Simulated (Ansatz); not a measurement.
# C₄H₉B: one species, many methods

Aim: compute C₄H₉B with functionals from several rungs and with coupled cluster, and see how far each lands from CCSD(T) at the basis-set limit for the atomisation energy.

Method: functionals in def2-TZVPP, the program's frozen cores in correlated methods; program: Ansatz 0.2.0, Gaussian basis.

Plan: PBE-D4, r2SCAN-D4, PBE0-D4, B3LYP-D4, ωB97X-V, ωB97M-V, B2PLYP; CCSD(T)/def2-TZVPP; MP2/def2-QZVPP; extrapolation to the limit.

**1. Structure used throughout**

An earlier PBE0-D4 in a triple-zeta def2 set relaxation fixed the geometry.

SMILES `CCB1CC1`, 14 atoms, charge 0, spin multiplicity 1.

Atoms are counted from 1 here; the program's logs count them from 0.

Bond lengths: C1–C2 1.541 Å, C1–H6 1.093 Å, C1–H7 1.093 Å, C1–H8 1.092 Å, C2–B3 1.547 Å, C2–H9 1.094 Å, C2–H10 1.094 Å, B3–C4 1.527 Å, B3–C5 1.527 Å, C4–C5 1.545 Å, C4–H11 1.087 Å, C4–H12 1.087 Å, C5–H13 1.087 Å, C5–H14 1.087 Å. Angles: C2–C1–H6 111.5°, C2–C1–H7 111.4°, C2–C1–H8 110.7°, H6–C1–H7 107.8°, H6–C1–H8 107.6°, H7–C1–H8 107.7°, C1–C2–B3 107.4°, C1–C2–H9 108.8°, C1–C2–H10 108.9°, B3–C2–H9 111.8°, B3–C2–H10 112.0°, H9–C2–H10 108.0°, C2–B3–C4 149.5°, C2–B3–C5 149.2°, C4–B3–C5 60.8°, B3–C4–C5 59.6°, B3–C4–H11 120.4°, B3–C4–H12 120.3° and more.

**2. PBE-D4 (GGA)**

Contents of in.yaml:

```yaml
crystal:
  periodic: [false, false, false]
  atoms:
    - {symbol: C, position_ang: [-0.934392, 1.644667, 0.474638]}
    - {symbol: C, position_ang: [0.268694, 0.825348, 0.979526]}
    - {symbol: B, position_ang: [0.403863, -0.410784, 0.059778]}
    - {symbol: C, position_ang: [-0.008356, -1.837630, -0.296373]}
    - {symbol: C, position_ang: [0.899306, -1.025890, -1.247666]}
    - {symbol: H, position_ang: [-1.858705, 1.063167, 0.513163]}
    - {symbol: H, position_ang: [-0.789562, 1.972351, -0.557587]}
    - {symbol: H, position_ang: [-1.078202, 2.536089, 1.088732]}
    - {symbol: H, position_ang: [1.162869, 1.455146, 0.946847]}
    - {symbol: H, position_ang: [0.092841, 0.542956, 2.021726]}
    - {symbol: H, position_ang: [-1.020809, -2.050149, -0.630057]}
    - {symbol: H, position_ang: [0.441200, -2.682739, 0.218531]}
    - {symbol: H, position_ang: [0.475644, -0.712892, -2.198485]}
    - {symbol: H, position_ang: [1.932709, -1.348842, -1.343874]}
basis:
  gaussian: {orbitals: def2-TZVPP}
hamiltonian: {xc: pbe, dispersion: d4}
output: {forces: true, orbitals: {seedname: orbitals}}
```

The run is started by

```bash
ansatz run in.yaml --threads 4 --pin off --events-out ev --progress --plain --max-ram 10444MiB
```

Further steps of the session: r2SCAN-D4 (meta-GGA); PBE0-D4 (hybrid); B3LYP-D4 (hybrid); ωB97X-V (range-separated); ωB97M-V (range-separated); B2PLYP (double hybrid); CCSD(T) in def2-TZVPP; MP2 in def2-QZVPP.

Before running them: what should the planned runs give, taken together? Wanted: atomisation energy, CCSD(T)/CBS; farthest; mean size of error, hybrid; mean size of error, range-separated; gap, smallest and largest; T1 diagnostic; triples share of the correlation energy.

The runs gave:

```
                               quantity                                 value
        atomisation energy, CCSD(T)/CBS                       1322.3 kcal/mol
functionals within 6.6 kcal/mol (0.5 %)                                B2PLYP
                               farthest               PBE-D4 (+33.2 kcal/mol)
             mean size of error, hybrid                         13.5 kcal/mol
    mean size of error, range-separated                          8.9 kcal/mol
              gap, smallest and largest  3.92 eV (PBE-D4), 10.85 eV (ωB97X-V)
                          T1 diagnostic                                0.0096
triples share of the correlation energy                                 3.9 %
```

What this shows: PBE-D4 is off by +33.2 kcal/mol. Double hybrids carry the basis error of their MP2 part in triple zeta, and no dispersion term here, so their miss is partly the set-up's. Misses under about 6.6 kcal/mol are within the doubt on the reference itself, which lacks core-valence correlation, relativity and higher excitations. Hartree-Fock recovers 77 % of the binding; the rest is correlation. Orbital gaps span 3.9 to 10.9 eV; exact exchange widens them.
